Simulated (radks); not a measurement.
# Valence configurations of Gd³⁺

NIST gives [Xe] 4f7 as the ground configuration of Gd³⁺. Does this level of theory agree? Several fillings of the valence shells are run.

Program: radks (a radial shooting solver on a logarithmic mesh, Libxc functionals) version 1. Level of theory: scalar-relativistic Kohn-Sham, BLYP, spin-polarised, spherical densities, finite nucleus; open shells are filled with parallel spins first. These are calculated values, not measurements, unless marked.

### 1 The system

* element: gadolinium (Z = 64)
* charge: +3
* electrons: 61
* configuration: [Xe] 4f7
* nuclear rms radius: 5.1569 fm
* others tried: 4f6.5 5d0.5; 4f5 5d2; 4f5 6s2; 4f5.5 5d0.5 6p1; 4f5.5 5d1.5; 4f6 5d1; 4f4.5 5d1.5 6p1; 4f5 5d1.5 6p0.5; 4f6 6s1

The outer shells:

Gd³⁺
```
[Xe] core
4f [↑ ][↑ ][↑ ][↑ ][↑ ][↑ ][↑ ]
```

### 2 [Xe] 4f7

Input:

```text
Z 64
configuration [Xe] 4f7
relativity scalar-relativistic
functional b88,lyp
spin polarised
nucleus finite rms 5.1569 fm
c 137.035999084
```

### 3 [Xe] 4f6.5 5d0.5

Input: that of step 2 with these lines changed.

```diff
@@ -1,3 +1,3 @@
 Z 64
-configuration [Xe] 4f7
+configuration [Xe] 4f6.5 5d0.5
 relativity scalar-relativistic
```

### 4 [Xe] 4f5 5d2

Input:

```text
Z 64
configuration [Xe] 4f5 5d2
relativity scalar-relativistic
functional b88,lyp
spin polarised
nucleus finite rms 5.1569 fm
c 137.035999084
```

### 5 [Xe] 4f5 6s2

Input: that of step 4 with these lines changed.

```diff
@@ -1,3 +1,3 @@
 Z 64
-configuration [Xe] 4f5 5d2
+configuration [Xe] 4f5 6s2
 relativity scalar-relativistic
```

### 6 [Xe] 4f5.5 5d0.5 6p1

Input: that of step 5 with these lines changed.

```diff
@@ -1,3 +1,3 @@
 Z 64
-configuration [Xe] 4f5 6s2
+configuration [Xe] 4f5.5 5d0.5 6p1
 relativity scalar-relativistic
```

### 7 [Xe] 4f5.5 5d1.5

Input:

```text
Z 64
configuration [Xe] 4f5.5 5d1.5
relativity scalar-relativistic
functional b88,lyp
spin polarised
nucleus finite rms 5.1569 fm
c 137.035999084
```

### 8 [Xe] 4f6 5d1

Input:

```text
Z 64
configuration [Xe] 4f6 5d1
relativity scalar-relativistic
functional b88,lyp
spin polarised
nucleus finite rms 5.1569 fm
c 137.035999084
```

### 9 [Xe] 4f4.5 5d1.5 6p1

Input: that of step 8 with these lines changed.

```diff
@@ -1,3 +1,3 @@
 Z 64
-configuration [Xe] 4f6 5d1
+configuration [Xe] 4f4.5 5d1.5 6p1
 relativity scalar-relativistic
```

### 10 [Xe] 4f5 5d1.5 6p0.5

Input:

```text
Z 64
configuration [Xe] 4f5 5d1.5 6p0.5
relativity scalar-relativistic
functional b88,lyp
spin polarised
nucleus finite rms 5.1569 fm
c 137.035999084
```

### 11 [Xe] 4f6 6s1

Input:

```text
Z 64
configuration [Xe] 4f6 6s1
relativity scalar-relativistic
functional b88,lyp
spin polarised
nucleus finite rms 5.1569 fm
c 137.035999084
```

What does the calculation give? Wanted: for each run, valence; E − E(NIST configuration); moment; highest level; its energy; 1s shift.

As calculated:

```tsv
valence	E − E(NIST configuration) (eV)	moment (μB)	highest level	its energy (eV)	1s shift (eV)
4f7	0.000	7	4f up	-35.349	+0.00
4f6.5 5d0.5	5.774	7	5d up	-26.084	-3.92
4f6 5d1	12.836	7	5d up	-27.080	-8.03
4f6 6s1	16.171	7	6s up	-25.499	-11.23
4f5.5 5d1.5	21.265	7	5d up	-28.066	-12.32
4f5.5 5d0.5 6p1	31.113	7	6p up	-20.595	-16.74
4f5 5d2	31.133	7	5d up	-29.041	-16.76
4f5 5d1.5 6p0.5	36.277	7	6p up	-19.989	-19.01
4f5 6s2	41.778	5	6s down	-26.913	-23.77
4f4.5 5d1.5 6p1	53.804	7	6p up	-21.147	-25.96
```

Theory agrees with NIST among these: the next, 4f6.5 5d0.5, lies 5.774 eV higher. The energies are those of spherical high-spin densities, not of single terms. The 1s eigenvalue shifts by up to 25.96 eV as the valence charge is rearranged.
